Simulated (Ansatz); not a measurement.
# C4H8O (2-butanone): BLYP/6-31G(d) (spherical functions)

Aim: the electronic atomisation energy of C4H8O (2-butanone) at BLYP/6-31G* (spherical functions), from 4 runs. 

The calculation is run with Ansatz 0.2.0.

51 further runs of the same task are left out: 51 set aside as unsound or not needed.

**1. The molecule**

The species is C4H8O (13 atoms), meant as a singlet with charge 0. SMILES: `CCC(C)=O`. The coordinates come from a PBE0-D4/def2-TZVP relaxation. This is one conformer, not always the lowest.

Bond lengths: C1–C2 1.527 Å, C2–C3 1.512 Å, C3–C4 1.505 Å, C3–O5 1.206 Å, C1–H6 1.091 Å, C1–H7 1.092 Å, C1–H8 1.093 Å, C2–H9 1.094 Å, C2–H10 1.092 Å, C4–H11 1.093 Å, C4–H12 1.095 Å, C4–H13 1.088 Å. Some angles: C1–C2–C3 110.3°, C2–C3–C4 116.7°, C2–C3–O5 121.3°, C4–C3–O5 121.9°, C1–C2–H9 109.9°, C1–C2–H10 110.0°, C3–C2–H9 110.1°, C3–C2–H10 107.8°, C2–C1–H6 110.6°, C2–C1–H7 110.5°.

**2. A single-point energy at BLYP/6-31G(d) (spherical functions)**

run.yaml reads:

```yaml
basis:
  gaussian: {orbitals: 6-31G_st_-spherical.json}
crystal:
  periodic: [false, false, false]
  atoms:
    - {symbol: C, position_ang: [-1.145600, 1.128600, -0.438000]}
    - {symbol: C, position_ang: [0.104000, 0.866600, 0.400200]}
    - {symbol: C, position_ang: [0.917600, -0.253800, -0.206600]}
    - {symbol: C, position_ang: [0.580900, -1.652300, 0.236700]}
    - {symbol: O, position_ang: [1.778900, -0.032900, -1.021800]}
    - {symbol: H, position_ang: [-1.729800, 1.946300, -0.012200]}
    - {symbol: H, position_ang: [-0.871200, 1.401500, -1.458700]}
    - {symbol: H, position_ang: [-1.791800, 0.248500, -0.484700]}
    - {symbol: H, position_ang: [-0.181700, 0.612400, 1.425300]}
    - {symbol: H, position_ang: [0.731300, 1.759600, 0.423400]}
    - {symbol: H, position_ang: [-0.499800, -1.816400, 0.230900]}
    - {symbol: H, position_ang: [0.914800, -1.787200, 1.270500]}
    - {symbol: H, position_ang: [1.077500, -2.382200, -0.399800]}
hamiltonian: {xc: {name: BLYP}}
accuracy: high
output: {orbitals: {seedname: orbitals}}
```

The basis set 6-31G* is read from a file made from the Basis Set Exchange's data (not shown).

Launch:

```console
$ ansatz run run.yaml --threads 1 --pin off --max-ram 3480MiB --events-out events.jsonl --progress --plain --runs-dir runs
```

The program printed:

```text
Warning: RAYON_NUM_THREADS=1 ignored (pool sized by the plan → 1); use --threads N
Functional definition: BLYP
  name "BLYP"
  parameter beta = 0.0042
  parameter a = 0.04918
  parameter b = 0.132
  parameter c = 0.2533
  parameter d = 0.349
  exchange = b88_x(beta = beta)
  correlation = lyp_c(a = a, b = b, c = c, d = d)
2165 factors; integrals over basis functions are off by at most 3.2e-9 eV
mean field evaluation 1: about -6310.4106 eV, gradient 7.3e1 eV
mean field evaluation 2: about -6293.1919 eV, gradient 1.1e2 eV
mean field evaluation 4: about -6322.4401 eV, gradient 5.8e0 eV
mean field evaluation 8: about -6322.5010 eV, gradient 6.5e-1 eV
mean field evaluation 16: about -6322.5021 eV, gradient 1.4e-5 eV
mean field -6322.50208114 eV, -232.3476659359 hartree, gradient 5.3e-8 eV, S^2 0.000000; 0 other end points of the search recorded, 0 dependent functions left out
reference -6322.50212928 eV, -232.3476677051 hartree; 20, 20 occupied and 66, 66 virtual orbitals, 2165 factors
Total energy: -6322.50212928 eV, -232.3476677051 hartree
```

Run time: 5.7 s. Hardware: 1 thread of Intel Xeon 6975P-C (Granite Rapids), shared host; peak memory 0.25 GiB.

**3. The C atom**

input.yaml reads:

```yaml
crystal:
  periodic: [false, false, false]
  atoms:
    - {symbol: C, position_ang: [0.000000, 0.000000, 0.000000]}
basis:
  gaussian:
    orbitals: 6-31G_st_-spherical.json
magnetization:
  spin_polarized: true
  initial_magnetization: 2
hamiltonian:
  xc: {name: BLYP}
accuracy: high
```

The basis set 6-31G* is read from a file made from the Basis Set Exchange's data (not shown).

Run the same way, it converges to -37.82999 Eh (log not shown).

**4. The H atom, same level**

job.yaml reads:

```yaml
crystal:
  periodic: [false, false, false]
  atoms:
    - {symbol: H, position_ang: [0.000000, 0.000000, 0.000000]}
basis:
  gaussian:
    orbitals: "6-31G*"
accuracy: high
hamiltonian:
  xc: {name: BLYP}
magnetization:
  spin_polarized: true
  initial_magnetization: 1
```

Run the same way, it converges to -0.49545 Eh (log not shown).

**5. The O atom, same level**

in.yaml reads:

```yaml
crystal:
  periodic: [false, false, false]
  atoms:
    - symbol: O
      position_ang: [0.000000, 0.000000, 0.000000]
basis:
  gaussian: {orbitals: 6-31G_st_-spherical.json}
magnetization: {spin_polarized: true, initial_magnetization: 2}
hamiltonian: {xc: {name: BLYP}}
accuracy: high
```

The basis set 6-31G* is read from a file made from the Basis Set Exchange's data (not shown).

Launch:

```console
$ ansatz run in.yaml --threads 1 --pin off --max-ram 3480MiB --events-out events.jsonl --progress --plain --runs-dir runs
```

The program printed:

```text
Warning: RAYON_NUM_THREADS=1 ignored (pool sized by the plan → 1); use --threads N
[... 9 set-up lines as earlier in the session ...]
96 factors; integrals over basis functions are off by at most 1.4e-9 eV
mean field evaluation 1: about -2041.8815 eV, gradient 7.4e0 eV
mean field evaluation 2: about -2041.9268 eV, gradient 6.7e0 eV
mean field evaluation 4: about -2042.0937 eV, gradient 5.1e-3 eV
mean field evaluation 8: about -2042.0935 eV, gradient 8.7e-5 eV
mean field evaluation 16: about -2042.0934 eV, gradient 8.7e-2 eV
mean field evaluation 32: about -2042.0924 eV, gradient 8.6e-2 eV
mean field -2042.09349372 eV, -75.0455517136 hartree, gradient 7.7e-9 eV, S^2 2.001826; 4 other end points of the search recorded, 0 dependent functions left out
reference -2042.09350840 eV, -75.0455522529 hartree; 5, 3 occupied and 9, 11 virtual orbitals, 96 factors
Total energy: -2042.09350840 eV, -75.0455522529 hartree
```

Wall time 0.42 s (1 thread of Intel Xeon 6975P-C (Granite Rapids), shared host).

**6. Outcome**

At BLYP/6-31G* (spherical functions):

| quantity | value |
| --- | --- |
| molecule: total energy | -232.34767 Eh |
| molecule: HOMO energy | -4.96 eV |
| molecule: LUMO energy | -0.93 eV |
| molecule: HOMO–LUMO gap | 4.03 eV |
| C atom: total energy | -37.82999 Eh |
| C atom: ⟨S²⟩ | 2.002 |
| H atom: total energy | -0.49545 Eh |
| H atom: ⟨S²⟩ | 0.750 |
| O atom: total energy | -75.04555 Eh |
| O atom: ⟨S²⟩ | 2.002 |
| electronic atomisation energy | 54.928 eV |

Taking the molecule apart into free atoms costs 54.93 eV (5300 kJ/mol), before zero-point energy and without spin-orbit coupling.
